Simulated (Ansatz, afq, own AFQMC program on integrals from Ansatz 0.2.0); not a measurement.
**HfCl (doublet): AFQMC on the coupled-cluster ladder at distance Hf1–Cl2 = 3.763 Å, def2-SVP**

How near does AFQMC come to the top of the ladder for HfCl (doublet)?

Program: Ansatz 0.2.0, Gaussian basis, and an in-house AFQMC program (afq) on its integrals; all values are calculated. Level of theory: def2-SVP, frozen cores. These are calculated values, not measurements.

Plan: PBE (unrestricted); r2SCAN (unrestricted); PBE0 (unrestricted); B3LYP (unrestricted); wB97M-V (unrestricted); B2PLYP (unrestricted); CCSD(T) on UHF; Phaseless AFQMC, CISD trial on UHF; Phaseless AFQMC, single-determinant trial on UHF.

1 further run of the same task is left out (it didn't finish).

### Step 1. The geometry

The geometry derives from a PBE0/def2-TZVP stationary point (not a proven minimum). One bond is set to the value named and the two fragments are kept rigid. No spin-orbit coupling is included. Elements past krypton take def2 core potentials.

2 atoms, charge 0, spin multiplicity 2.

Atoms are counted from 1 here; the program's logs count them from 0.

No contacts short enough for the rule that draws bonds.

### Step 2. PBE (unrestricted)

The input, in.yaml:

```yaml
crystal:
  periodic: [false, false, false]
  atoms:
    - {symbol: Hf, position_ang: [0.000000, 0.000000, 0.000000]}
    - {symbol: Cl, position_ang: [0.000000, 0.000000, 3.763000]}
basis:
  gaussian: {orbitals: def2-SVP}
magnetization: {spin_polarized: true, initial_magnetization: 1}
hamiltonian: {xc: {name: PBE}}
output: {orbitals: {seedname: orbitals}}
```

Run with:

```bash
$ ansatz run in.yaml --threads 1 --pin off --events-out ev --progress --plain --max-ram 1382MiB
```

The log of the run:

```text
Functional definition: PBE
  name "PBE"
  cite "Perdew, Burke & Ernzerhof, Phys. Rev. Lett. 77, 3865 (1996) doi:10.1103/PhysRevLett.77.3865"
  parent pbe
  parameter kappa = 0.804
  parameter beta = 0.06672455060314922
  exchange = pbe_x(kappa = kappa, mu = beta*pi^2/3)
  correlation = pbe_c(beta = beta)
509 factors; their error is unknown
mean field evaluation 1: about -13812.7751 eV, gradient 1.8e1 eV
mean field evaluation 2: about -13554.6296 eV, gradient 1.0e2 eV
mean field evaluation 4: about -13671.7337 eV, gradient 1.4e2 eV
mean field evaluation 8: about -13816.1980 eV, gradient 5.7e-1 eV
mean field evaluation 16: about -13816.1319 eV, gradient 2.6e-1 eV
mean field evaluation 32: about -13816.1384 eV, gradient 4.6e-3 eV
mean field evaluation 64: about -13816.1300 eV, gradient 1.0e-1 eV
mean field evaluation 96: about -13813.9011 eV, gradient 4.2e0 eV
mean field evaluation 128: about -13812.4932 eV, gradient 1.7e1 eV
mean field evaluation 160: about -13815.0387 eV, gradient 9.9e0 eV
mean field evaluation 192: about -13814.0760 eV, gradient 7.4e0 eV
mean field evaluation 224: about -13816.1339 eV, gradient 8.6e-2 eV
mean field -13816.13843994 eV, -507.7337227529 hartree, gradient 3.3e-6 eV, S^2 1.119721; 13 other end points of the search recorded, 0 dependent functions left out
reference -13816.13847711 eV, -507.7337241189 hartree; 15, 14 occupied and 35, 36 virtual orbitals, 509 factors
Total energy: -13816.13847711 eV, -507.7337241189 hartree
```

Run time: 8.5 s. Hardware: 1 thread of AMD EPYC 9R45 (Zen 5), shared host.

From the report: ⟨S²⟩ of the determinant 1.120 (pure doublet: 0.75).

### Step 3. r2SCAN (unrestricted)

in.yaml: that of step 2 with these lines changed.

```diff
@@ -8,3 +8,2 @@
 magnetization: {spin_polarized: true, initial_magnetization: 1}
-hamiltonian: {xc: {name: PBE}}
-output: {orbitals: {seedname: orbitals}}
+hamiltonian: {xc: {name: r2SCAN}}
```

Same command.

The log of the run, shortened:

```text
Functional definition: r2SCAN
  name "r2SCAN"
  cite "Furness, Kaplan, Ning, Perdew & Sun, J. Phys. Chem. Lett. 11, 8208 (2020) doi:10.1021/acs.jpclett.0c02405"
  cite "Furness, Kaplan, Ning, Perdew & Sun, J. Phys. Chem. Lett. 11, 9248 (2020) doi:10.1021/acs.jpclett.0c03077"
  parent r2scan
[...]
509 factors; their error is unknown
[...]
mean field -13820.43005015 eV, -507.8914365189 hartree, gradient 2.6e-6 eV, S^2 1.459284; 16 other end points of the search recorded, 0 dependent functions left out
reference -13820.43007709 eV, -507.8914375091 hartree; 15, 14 occupied and 35, 36 virtual orbitals, 509 factors
Total energy: -13820.43007709 eV, -507.8914375091 hartree
```

It took 24 s on 1 thread of AMD EPYC 9R45 (Zen 5), shared host.

From the report: ⟨S²⟩ of the determinant 1.459 (pure doublet: 0.75). The determinant is far from a pure spin state, so its energy mixes those of several spin states (harmless only where they are near-degenerate, as at dissociation).

### Step 4. PBE0 (unrestricted)

in.yaml: that of step 3 with these lines changed.

```diff
@@ -8,2 +8,3 @@
 magnetization: {spin_polarized: true, initial_magnetization: 1}
-hamiltonian: {xc: {name: r2SCAN}}
+hamiltonian: {xc: {name: PBE0}}
+output: {orbitals: {seedname: orbitals}}
```

Same command.

The log of the run, shortened:

```text
Functional definition: PBE0
  name "PBE0"
  cite "Adamo & Barone, J. Chem. Phys. 110, 6158 (1999) doi:10.1063/1.478522"
  cite "Perdew, Burke & Ernzerhof, Phys. Rev. Lett. 77, 3865 (1996) doi:10.1103/PhysRevLett.77.3865"
  parent pbe
[...]
482 factors; integrals over basis functions are off by at most 2.8e-4 eV
[...]
mean field -13816.05998987 eV, -507.7308397658 hartree, gradient 3.9e-6 eV, S^2 1.231065; 12 other end points of the search recorded, 0 dependent functions left out
reference -13816.06001819 eV, -507.7308408067 hartree; 15, 14 occupied and 35, 36 virtual orbitals, 482 factors
Total energy: -13816.06001819 eV, -507.7308408067 hartree
```

Run time: 12 s. Hardware: 1 thread of AMD EPYC 9R45 (Zen 5), shared host.

From the report: ⟨S²⟩ of the determinant 1.231 (pure doublet: 0.75).

### Step 5. B3LYP (unrestricted)

in.yaml: that of step 4 with these lines changed.

```diff
@@ -8,3 +8,2 @@
 magnetization: {spin_polarized: true, initial_magnetization: 1}
-hamiltonian: {xc: {name: PBE0}}
-output: {orbitals: {seedname: orbitals}}
+hamiltonian: {xc: {name: B3LYP}}
```

Same command.

The log of the run, shortened:

```text
Functional definition: B3LYP
  name "B3LYP"
  cite "Stephens, Devlin, Chabalowski & Frisch, J. Phys. Chem. 98, 11623 (1994) doi:10.1021/j100096a001"
  cite "Becke, Phys. Rev. A 38, 3098 (1988) doi:10.1103/PhysRevA.38.3098"
  cite "Lee, Yang & Parr, Phys. Rev. B 37, 785 (1988) doi:10.1103/PhysRevB.37.785"
  cite "Vosko, Wilk & Nusair, Can. J. Phys. 58, 1200 (1980) doi:10.1139/p80-159"
[...]
482 factors; integrals over basis functions are off by at most 2.8e-4 eV
[...]
mean field -13821.72314949 eV, -507.9389570434 hartree, gradient 4.4e-6 eV, S^2 1.105969; 7 other end points of the search recorded, 0 dependent functions left out
reference -13821.72335141 eV, -507.9389644637 hartree; 15, 14 occupied and 35, 36 virtual orbitals, 482 factors
Total energy: -13821.72335141 eV, -507.9389644637 hartree
```

Run time: 4.9 s. Hardware: 1 thread of AMD EPYC 9R45 (Zen 5), shared host.

From the report: ⟨S²⟩ of the determinant 1.106 (pure doublet: 0.75).

### Step 6. wB97M-V (unrestricted)

in.yaml: that of step 5 with these lines changed.

```diff
@@ -8,2 +8,3 @@
 magnetization: {spin_polarized: true, initial_magnetization: 1}
-hamiltonian: {xc: {name: B3LYP}}
+hamiltonian: {xc: {name: wB97M-V}}
+output: {orbitals: {seedname: orbitals}}
```

Same command.

The log of the run, shortened:

```text
Functional definition: wB97M-V
  name "wB97M-V"
  cite "Mardirossian & Head-Gordon, J. Chem. Phys. 144, 214110 (2016) doi:10.1063/1.4952647"
  cite "Becke, J. Chem. Phys. 107, 8554 (1997) doi:10.1063/1.475007"
  cite "Vydrov & Van Voorhis, J. Chem. Phys. 133, 244103 (2010) doi:10.1063/1.3521275"
  # Of w^i u^j: cxij and so on, Table III.
[...]
  gx(w, u) = 1 - cx + cx01*u + cx10*w
  gss(w, u) = css00 + css04*u^4 + css10*w + css20*w^2 + css43*w^4*u^3
  gos(w, u) = cos00 + cos10*w + (cos20 + cos21*u)*w^2 + (cos60 + cos61*u)*w^6
[...]
      + integral(e_c_pw_mod_opposite_spin*gos(b97_w_opposite, b97_u_opposite)) + vv10(b, c)
482 factors; integrals over basis functions are off by at most 2.8e-4 eV
118 factors; integrals over basis functions are off by at most 2.3e-4 eV
[...]
mean field -13817.79884230 eV, -507.7947414139 hartree, gradient 8.7e-6 eV, S^2 1.018615; 4 other end points of the search recorded, 0 dependent functions left out
reference -13817.79888504 eV, -507.7947429846 hartree; 15, 14 occupied and 35, 36 virtual orbitals, 482 factors
Total energy: -13817.79888504 eV, -507.7947429846 hartree
```

It took 27 s on 1 thread of AMD EPYC 9R45 (Zen 5), shared host; peak memory 0.29 GiB.

From the report: ⟨S²⟩ of the determinant 1.019 (pure doublet: 0.75).

### Step 7. B2PLYP (unrestricted)

in.yaml: that of step 6 with these lines changed.

```diff
@@ -8,3 +8,3 @@
 magnetization: {spin_polarized: true, initial_magnetization: 1}
-hamiltonian: {xc: {name: wB97M-V}}
-output: {orbitals: {seedname: orbitals}}
+hamiltonian: {xc: {name: B2PLYP}}
+correlation: {electrons: outside_noble_gas}
```

The command is unchanged.

The log of the run, shortened:

```text
Functional definition: B2PLYP
  name "B2PLYP"
  cite "Grimme, J. Chem. Phys. 124, 034108 (2006) doi:10.1063/1.2148954"
  cite "Becke, Phys. Rev. A 38, 3098 (1988) doi:10.1103/PhysRevA.38.3098"
  cite "Lee, Yang & Parr, Phys. Rev. B 37, 785 (1988) doi:10.1103/PhysRevB.37.785"
[...]
482 factors; integrals over basis functions are off by at most 2.8e-4 eV
[...]
mean field -13810.33150646 eV, -507.5203218835 hartree, gradient 8.8e-6 eV, S^2 1.218939; 7 other end points of the search recorded, 0 dependent functions left out
9 core orbitals not correlated: weight in the atoms' cores, before any rotation towards them, 1.000 or more for the frozen orbitals, at most 0.000 for the correlated occupied ones
reference -13810.33163435 eV, -507.5203265832 hartree; 6, 5 occupied and 35, 36 virtual orbitals, 482 factors
second order -5.63427001 eV of doubles, -0.00000000 eV of singles
Total energy: -13811.85288725 eV, -507.5762315963 hartree
```

Wall time 10 s (1 thread of AMD EPYC 9R45 (Zen 5), shared host).

From the report: ⟨S²⟩ of the determinant 1.219 (pure doublet: 0.75).

### Step 8. CCSD(T) on UHF

in.yaml: that of step 7 with these lines changed.

```diff
@@ -8,3 +8,2 @@
 magnetization: {spin_polarized: true, initial_magnetization: 1}
-hamiltonian: {xc: {name: B2PLYP}}
-correlation: {electrons: outside_noble_gas}
+correlation: {method: ccsd_t, electrons: outside_noble_gas, hamiltonian_folder: ham}
```

Launched as before.

The log of the run, shortened:

```text
Functional definition: HF
  name "HF"
  cite "Fock, Z. Phys. 61, 126 (1930) doi:10.1007/BF01340294"
  parent pbe
[...]
482 factors; integrals over basis functions are off by at most 2.8e-4 eV
[...]
mean field -13788.18316471 eV, -506.7063853368 hartree, gradient 1.7e-6 eV, S^2 1.388740; 58 other end points of the search recorded, 0 dependent functions left out
determinant -13788.18316471 eV, -506.7063853368 hartree, with singles and doubles -13793.05827761 eV, -506.8855424315 hartree
determinant -13788.17610795 eV, -506.7061260058 hartree, with singles and doubles -13793.09638467 eV, -506.8869428399 hartree
determinant -13788.17607004 eV, -506.7061246126 hartree, with singles and doubles -13793.09845287 eV, -506.8870188449 hartree
determinant -13788.17588482 eV, -506.7061178060 hartree, with singles and doubles -13793.10124300 eV, -506.8871213804 hartree
[...]
determinant -13787.89416425 eV, -506.6957647659 hartree, with singles and doubles -13793.11143908 eV, -506.8874960793 hartree
determinant -13787.72254607 eV, -506.6894579140 hartree, with singles and doubles -13792.90534599 eV, -506.8799222980 hartree
determinant -13787.68579112 eV, -506.6881071947 hartree, with singles and doubles -13792.86662005 eV, -506.8784991461 hartree
9 core orbitals not correlated: weight in the atoms' cores, before any rotation towards them, 0.999 or more for the frozen orbitals, at most 0.000 for the correlated occupied ones
reference -13788.17588482 eV, -506.7061178060 hartree; 6, 5 occupied and 35, 36 virtual orbitals, 482 factors
second order -4.28668754 eV of doubles, -0.00000000 eV of singles
cycle   1  -4.97617952 eV  change   -1.0e-6 eV  update   6.9e-6
[...]
cycle   4  -4.97618532 eV  change   -1.9e-6 eV  update   4.1e-6
perturbative correction -0.15800977 eV, -0.0058067518 hartree
Total energy: -13793.31007991 eV, -506.8947959954 hartree
```

Run time: 25 s. Hardware: 1 thread of AMD EPYC 9R45 (Zen 5), shared host.

From the report: ⟨S²⟩ of the determinant 1.311 (pure doublet: 0.75); correlation -5.1342 eV; T1 0.065; largest double amplitude 0.06. The determinant is far from a pure spin state, so its energy mixes those of several spin states (harmless only where they are near-degenerate, as at dissociation).

This run also writes the integrals to the folder ham.

### Step 9. Phaseless AFQMC, CISD trial on UHF

It reads the integrals that the CCSD(T) run on this determinant wrote.

Run with:

```bash
$ afq ham --method phaseless --trial cisd --walkers 60 --populations 1 --least-time 40 --time-step 0.005 --steps-per-block 50 --equilibration-blocks 40 --max-blocks 300 --target-error 0.0008 --factor-cut 1e-05 --start spin_pure --seed 6083 --release-times 0.24,0.6,1.2,2,3,4.2 --release-step 0.04 --release-every 4 --taylor-order 6
```

The log of the run:

```text
orbitals 41  electrons 6 5  factors 311 of 482
reference energy -506.70611781 Eh
CCSD correlation -0.18287169 Eh in 32 cycles, weight of the determinant in the CISD state 0.7936
energy of the start -506.866867 Eh
 block  time / (1/Eh)  mean weight  energy / Eh
     1     0.250  0.9995  -506.874337
     2     0.500  1.0004  -506.881525
     3     0.750  1.0009  -506.887267
     4     1.000  0.9987  -506.887991
     5     1.250  1.0009  -506.888998
     6     1.500  0.9990  -506.892857
     7     1.750  1.0007  -506.896704
     8     2.000  0.9994  -506.895003
     9     2.250  0.9995  -506.892084
    10     2.500  1.0022  -506.891027
    17     4.250  0.9974  -506.892241
    25     6.250  1.0007  -506.890015
    33     8.250  0.9991  -506.897591
    41    10.250  1.0023  -506.905083
    49    12.250  1.0026  -506.889542
    57    14.250  0.9995  -506.906892
    65    16.250  1.0003  -506.899017
    73    18.250  1.0003  -506.896861
    81    20.250  0.9993  -506.906326
    89    22.250  0.9999  -506.897910
    97    24.250  1.0054  -506.895593
   105    26.250  0.9998  -506.879677
   113    28.250  0.9965  -506.909887
   121    30.250  1.0005  -506.897419
   129    32.250  1.0027  -506.891265
   137    34.250  1.0016  -506.915655
   145    36.250  1.0009  -506.910739
   153    38.250  1.0014  -506.893528
   161    40.250  0.9998  -506.903778
   169    42.250  0.9991  -506.894588
   177    44.250  1.0006  -506.890823
   185    46.250  0.9989  -506.884345
   193    48.250  1.0015  -506.902244
   201    50.250  0.9979  -506.909329
   209    52.250  1.0007  -506.883010
   217    54.250  1.0013  -506.889213
   225    56.250  1.0008  -506.901586
   233    58.250  1.0013  -506.877124
   241    60.250  0.9994  -506.897155
   249    62.250  1.0002  -506.894074
   257    64.250  1.0036  -506.898543
   265    66.250  1.0020  -506.895732
   273    68.250  0.9993  -506.895918
   281    70.250  0.9982  -506.908992
   289    72.250  1.0020  -506.887202
   297    74.250  1.0010  -506.889841
   305    76.250  0.9982  -506.894573
   313    78.250  1.0024  -506.892927
   321    80.250  1.0028  -506.908567
   329    82.250  1.0017  -506.898160
   337    84.250  0.9993  -506.893419
blocks merged  error / Eh  count
     1  0.000637  300
     2  0.000791  150
     4  0.000993  75
     8  0.001226  37
    16  0.001410  18
    32  0.001334  9
released: time / (1/Eh)  energy / Eh  error  mean overlap
  0.24  -506.896206  0.001979  1.0101
  0.60  -506.895997  0.001931  1.0090
  1.20  -506.895281  0.003391  1.0242
  2.00  -506.893518  0.006087  1.0285
  3.00  -506.896509  0.010610  1.0305
  4.20  -506.918768  0.080079  1.0668
energy -506.896880 +/- 0.001410 Eh
```

Run time: 4.5 min. Hardware: 1 thread of AMD EPYC 9R45 (Zen 5), shared host.

Energy -13793.3668 ± 0.0384 eV. Caveats: constraint bias not in the error; error above the target.

### Step 10. Phaseless AFQMC, single-determinant trial on UHF

It reads the integrals that the CCSD(T) run on this determinant wrote.

Run with:

```bash
$ afq ham --method phaseless --trial hf --walkers 120 --populations 1 --least-time 40 --time-step 0.005 --steps-per-block 20 --equilibration-blocks 160 --max-blocks 600 --target-error 0.0024000000000000002 --factor-cut 1e-05 --start spin_pure --seed 7652 --taylor-order 6
```

The log of the run:

```text
orbitals 41  electrons 6 5  factors 311 of 482
reference energy -506.70611781 Eh
CCSD correlation -0.18287169 Eh in 32 cycles, weight of the determinant in the CISD state 0.7936
energy of the start -506.706430 Eh
 block  time / (1/Eh)  mean weight  energy / Eh
     1     0.100  0.9994  -506.742855
     2     0.200  1.0011  -506.778272
     3     0.300  1.0001  -506.803957
     4     0.400  1.0009  -506.811462
     5     0.500  1.0020  -506.839444
     6     0.600  1.0019  -506.843402
     7     0.700  1.0008  -506.845521
     8     0.800  0.9997  -506.849500
     9     0.900  0.9998  -506.855650
    10     1.000  1.0011  -506.854031
    20     2.000  1.0004  -506.869731
    39     3.900  1.0013  -506.888367
    58     5.800  0.9977  -506.859692
    77     7.700  0.9994  -506.885882
    96     9.600  0.9998  -506.885186
   115    11.500  0.9997  -506.907112
   134    13.400  1.0018  -506.980726
   153    15.300  1.0006  -506.912972
   172    17.200  0.9997  -506.885082
   191    19.100  1.0000  -506.902957
   210    21.000  0.9995  -506.921238
   229    22.900  0.9956  -506.819330
   248    24.800  0.9977  -506.899489
   267    26.700  0.9982  -506.928898
   286    28.600  0.9989  -506.893245
   305    30.500  1.0009  -506.912543
   324    32.400  1.0009  -506.920280
   343    34.300  0.9999  -506.947642
   362    36.200  0.9942  -506.915331
   381    38.100  1.0006  -506.904296
   400    40.000  1.0001  -506.887703
   419    41.900  1.0005  -506.913248
   438    43.800  0.9985  -506.874131
   457    45.700  0.9991  -506.893875
   476    47.600  1.0009  -506.916346
   495    49.500  1.0006  -506.844074
   514    51.400  0.9969  -506.902092
   533    53.300  0.9972  -506.874845
   552    55.200  0.9991  -506.907110
   571    57.100  1.0013  -506.949833
   590    59.000  1.0015  -506.904920
   609    60.900  0.9984  -506.903705
   628    62.800  1.0012  -506.900918
   647    64.700  1.0000  -506.902510
   666    66.600  1.0009  -506.874609
   685    68.500  1.0025  -506.903452
   704    70.400  0.9981  -506.895057
   723    72.300  0.9988  -506.896974
   742    74.200  0.9957  -506.896357
blocks merged  error / Eh  count
     1  0.000930  600
     2  0.001211  300
     4  0.001601  150
     8  0.001996  75
    16  0.002409  37
    32  0.002848  18
    64  0.003785  9
energy -506.899899 +/- 0.002848 Eh
```

It took 2.5 min on 1 thread of AMD EPYC 9R45 (Zen 5), shared host.

Energy -13793.4489 ± 0.0775 eV. Caveats: constraint bias not in the error. The error still grows with block length (0.0655 to 0.1030 eV), so the bar may be too small.

### Step 11. AFQMC on the ladder

On the UHF determinant, counted from CCSD(T) (a yardstick, not exact):

```tsv
level	energy (eV)	from CCSD(T) (kJ/mol)	statistical error (kJ/mol)	time
HF	-13788.1759	+495.4		
MP2	-13792.4626	+81.8		
CCSD	-13793.1521	+15.2		
CCSD(T)	-13793.3101	0.0		
Phaseless AFQMC, CISD trial, step 0.005, 60 walkers	-13793.3668	-5.5	3.7	4.5 min
Phaseless AFQMC, single-determinant trial, step 0.005, 120 walkers	-13793.4489	-13.4	7.5	2.5 min
```

The functionals' totals stand on their own zeros and serve differences with other points: PBE -13816.138 eV; r2SCAN -13820.430 eV; PBE0 -13816.060 eV; B3LYP -13821.723 eV; wB97M-V -13817.799 eV; B2PLYP -13811.853 eV.

### Step 12. Results

| quantity | value |
| --- | --- |
| Phaseless AFQMC, CISD trial on UHF from CCSD(T) | -5.5 ± 3.7 kJ/mol |
| Phaseless AFQMC, single-determinant trial on UHF from CCSD(T) | -13.4 ± 7.5 kJ/mol |

What this shows: On UHF the phaseless walk with the CISD trial lies -5.5 kJ/mol from CCSD(T), within three error bars. Error bars are statistical and leave out the constraint, the time step and what remains of the start. Hf carries a core potential, and spin-orbit coupling is left out.
